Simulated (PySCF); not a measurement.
# ZnC+: bond curves at several levels of theory

One job finds the state of ZnC+, follows it along the bond with each method and fits the curves.

Computed with PySCF 2.14.0. Level: Zn pcseg-1, C pcseg-1, no relativity.

## 1. Set-up

Settings of the job:

```json
{
  "atoms": "Zn, C",
  "charge": "1",
  "basis": "Zn pcseg-1, C pcseg-1",
  "Hamiltonian": "no relativity",
  "basis functions": "45",
  "electrons treated": "35",
  "masses in u": "63.9291, 12.0000",
  "levels": "PBE0, PBE, r²SCAN, BLYP, MN15, LDA, HSE06, HF, MP2, SCS-MP2, CCSD, CCSD(T)",
  "grid": "80 radial by 434 angular points",
  "occupations": "held fixed by the projection of orbital angular momentum",
  "dissociation limit": "Zn+ + C, each in its ground configuration",
  "starting distance in angstrom": "2.000",
  "values of 2S to try": "1, 3"
}
```

Launch:

```bash
OMP_NUM_THREADS=1 python dia.py task.json out
```

Further steps of the session: PBE0 along the bond; Higher solutions at PBE0; PBE; r²SCAN (meta-GGA); BLYP; MN15 (hybrid meta-GGA); LDA; HSE06; ROHF (mean field); Adding correlation.

Q: Predict the outcome of this session. Wanted: for each run, Re; ωe; De; μ.

The runs gave:

Lowest PBE0 solution found, without spin–orbit coupling: ²Π (doublet), unpaired electrons π ↑. State 2 has its PBE0 minimum 0.35 eV higher. State 3 has its PBE0 minimum 1.25 eV higher, as a spin-mixed determinant (⟨S²⟩ = 1.77), so this is no gap between pure states. State 4 has its PBE0 minimum 1.27 eV higher, as a spin-mixed determinant (⟨S²⟩ = 1.76), so this is no gap between pure states. The other levels ran on the lowest alone.

| level | Re (Å) | ωe (cm⁻¹) | De (eV) | μ (D) |
| --- | --- | --- | --- | --- |
| ROHF | 2.143 | 438 | -0.280 | -2.39 |
| ROHF-MP2 | 2.087 | 467 | 1.13 | n/a |
| ROHF-SCS-MP2 | 2.109 | 449 | 1.17 | n/a |
| ROHF-CCSD | 2.129 | 426 | 1.30 | n/a |
| ROHF-CCSD(T) | 2.127 | 421 | 1.49 | n/a |
| LDA | 2.042 | 459 | 2.44 | -0.52 |
| PBE | 2.097 | 424 | 2.03 | -0.61 |
| BLYP | 2.129 | 400 | 1.99 | -0.34 |
| r²SCAN | 2.090 | 421 | 1.64 | -0.69 |
| PBE0 | 2.107 | 419 | 1.57 | -0.93 |
| HSE06 | 2.110 | 415 | 1.58 | -0.81 |
| MN15 | 2.132 | 395 | 1.55 | -0.79 |

De is counted to Zn+ + C in their ground configurations. A positive dipole points from Zn to C; in an ion it is taken about the centre of mass and does not tell which atom is negative. ⟨S²⟩ is off the pure value of 0.75 by over a tenth at r²SCAN 0.87, PBE0 0.84, HSE06 0.85, MN15 0.95.

Differences from CCSD(T) in the same basis:

| level | Re (mÅ) | ωe (%) |
| --- | --- | --- |
| ROHF | +17 | +4.0 |
| ROHF-MP2 | -39 | +11.1 |
| ROHF-SCS-MP2 | -18 | +6.7 |
| ROHF-CCSD | +3 | +1.3 |
| LDA | -85 | +9.1 |
| PBE | -30 | +0.9 |
| BLYP | +2 | -5.0 |
| r²SCAN | -37 | +0.2 |
| PBE0 | -20 | -0.3 |
| HSE06 | -17 | -1.3 |
| MN15 | +5 | -6.1 |

What this shows: Against CCSD(T) in the same basis, the bond length is nearest at BLYP (+2 mÅ) and farthest at LDA (-85 mÅ); the wavenumber is nearest at r²SCAN (+0.2 %) and farthest at ROHF-MP2 (+11.1 %). CCSD(T) in a basis this small is itself some way from its limit, more so than the functionals. Of the levels with a De here, ROHF gives the least (-0.280 eV) and LDA the most (2.44 eV).

Correlated steps freeze 6 core orbitals. A negative De means that the minimum lies above the separated atoms at that level.
